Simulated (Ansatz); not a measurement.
Crystal: PtBr2.

```
Pt Br
1.0
     2.02759    1.17063    6.13018
    -2.02759    1.17063    6.13018
     0.00000   -2.34126    6.13018
Pt Br
1 2
Cartesian
  0.0000 0.0000 0.0000
  0.0000 0.0000 4.6344
  0.0000 0.0000 13.7561
```

The cell was built by a generator and needn't be a form met in nature.

Program: Ansatz 0.2.0. Alike in all runs: task single point; potentials or basis Ansatz PAW; cell as given; k mesh 6 × 6 × 6; smearing gaussian 0.05 eV.

Task: Order these runs on this cell by their pressure, lowest first.
A. level LDA+U; spin collinear, ferromagnetic start; U Pt d U = 4 eV; cutoff (eV) 420
B. level r2SCAN+U; spin collinear, ferromagnetic start; U Pt d U = 6 eV; fixed moment (μB) 4; cutoff (eV) 500
C. level r2SCAN+U; spin collinear, program default start; U Pt d U = 7 eV; cutoff (eV) 500

Result: A (-8.4 GPa), C (-3.4 GPa), B (7.7 GPa).

Caveats: the magnetic or orbital state may not be the lowest; the PAW data sets come from PBE, with cores solved anew for the run's functional, which leaves a small shift of forces and pressure; the total moment is fixed, so each spin has its own Fermi level (some runs); the thresholds are loose for stress (some runs).
